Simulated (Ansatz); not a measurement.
# C2H6O2Si2: ionisation energy by level of theory

How much energy removes an electron from C2H6O2Si2 at fixed geometry? The cation is run at each level and the neutral's energy taken from earlier runs.

The runs use Ansatz 0.2.0, Gaussian basis; unrestricted cation, the program's frozen cores in correlated methods.

Plan: UKS PBE-D4/def2-TZVPP; UKS r2SCAN-D4/def2-TZVPP; UKS PBE0-D4/def2-TZVPP; UKS B3LYP-D4/def2-TZVPP; UKS wB97X-V/def2-TZVPP; UKS wB97M-V/def2-TZVPP; UKS B2PLYP/def2-TZVPP; UHF-CCSD(T)/def2-TZVPP; UHF-MP2/def2-QZVPP; extrapolation to the limit; then −ε(HOMO) from the neutral's earlier runs with LDA (SPW92), PBE-D4, revPBE-D4, BLYP-D4, r2SCAN-D4, B97M-V, PBE0-D4, B3LYP-D4, r2SCANh-D4, r2SCAN0-D4, HSE06-D4, BHLYP-D4, CAM-B3LYP-D4, LC-ωPBE, ωB97X-V, ωB97M-V.

### Step 1. The geometry

All runs share one geometry, relaxed beforehand with PBE0-D4 in a triple-zeta def2 set.

SMILES `O[SiH](O)C#C[SiH3]`, 12 atoms, charge 0, spin multiplicity 1.

Atoms are counted from 1 here; the program's logs count them from 0.

Bond lengths: O1–Si2 1.635 Å, O1–H7 0.958 Å, Si2–O3 1.634 Å, Si2–C4 1.835 Å, Si2–H8 1.469 Å, O3–H9 0.958 Å, C4–C5 1.215 Å, C5–Si6 1.826 Å, Si6–H10 1.483 Å, Si6–H11 1.483 Å, Si6–H12 1.483 Å. Angles: Si2–O1–H7 118.3°, O1–Si2–O3 114.5°, O1–Si2–C4 108.0°, O1–Si2–H8 106.9°, O3–Si2–C4 108.6°, O3–Si2–H8 106.1°, C4–Si2–H8 112.8°, Si2–O3–H9 118.6°, Si2–C4–C5 179.0°, C4–C5–Si6 179.4°, C5–Si6–H10 109.0°, C5–Si6–H11 109.1°, C5–Si6–H12 109.2°, H10–Si6–H11 109.9°, H10–Si6–H12 109.7°, H11–Si6–H12 109.9°.

### Step 2. Cation, UKS PBE-D4/def2-TZVPP

in.yaml reads:

```yaml
crystal:
  periodic: [false, false, false]
  atoms:
    - {symbol: O, position_ang: [0.490365, -2.217234, 1.831842]}
    - {symbol: Si, position_ang: [-0.795445, -1.363189, 1.293428]}
    - {symbol: O, position_ang: [-1.545208, -0.472731, 2.439864]}
    - {symbol: C, position_ang: [-0.212937, -0.237518, -0.032929]}
    - {symbol: C, position_ang: [0.187004, 0.516459, -0.897836]}
    - {symbol: Si, position_ang: [0.774716, 1.643233, -2.209716]}
    - {symbol: H, position_ang: [1.354525, -1.805257, 1.800267]}
    - {symbol: H, position_ang: [-1.788052, -2.337203, 0.818608]}
    - {symbol: H, position_ang: [-1.183103, 0.385635, 2.662991]}
    - {symbol: H, position_ang: [0.971090, 2.995969, -1.633480]}
    - {symbol: H, position_ang: [-0.237332, 1.698920, -3.291739]}
    - {symbol: H, position_ang: [2.061278, 1.137717, -2.747202]}
basis:
  gaussian: {orbitals: def2-TZVPP}
total_charge: 1
magnetization: {spin_polarized: true, initial_magnetization: 1}
hamiltonian: {xc: pbe, dispersion: d4}
```

Run with:

```sh
> ansatz run in.yaml --threads 2 --pin off --events-out ev --progress --plain --max-ram 22528MiB --backend cuda --devices 0, --max-vram 18GiB
```

The runs that follow: Cation, UKS r2SCAN-D4/def2-TZVPP; Cation, UKS PBE0-D4/def2-TZVPP; Cation, UKS B3LYP-D4/def2-TZVPP; Cation, UKS wB97X-V/def2-TZVPP; Cation, UKS wB97M-V/def2-TZVPP; Cation, UKS B2PLYP (frozen core)/def2-TZVPP; Cation, UHF-CCSD(T)/def2-TZVPP; Cation, UHF-MP2/def2-QZVPP.

**Question.** What will the summary of the whole plan be? Wanted: ionisation energy, CCSD(T)/CBS; nearest functional by difference; nearest −ε(HOMO); −ε(HOMO) of PBE; T1 of the cation.

The runs gave:

```
                        quantity               value
  ionisation energy, CCSD(T)/CBS            10.83 eV
nearest functional by difference   B2PLYP (-0.28 eV)
                nearest −ε(HOMO)  ωB97X-V (-0.12 eV)
                 −ε(HOMO) of PBE             7.08 eV
                T1 of the cation               0.025
```

**Reading.** Energy differences with functionals land within 1.00 eV of the reference. −ε(HOMO) of PBE misses by 3.8 eV, since self-interaction lifts the level. Among orbital estimates ωB97X-V comes nearest. Hartree-Fock falls 1.46 eV short, as the neutral has more correlation energy than the cation. The cation may have settled in a state other than its lowest; no search over hole states beyond the program's own was made.
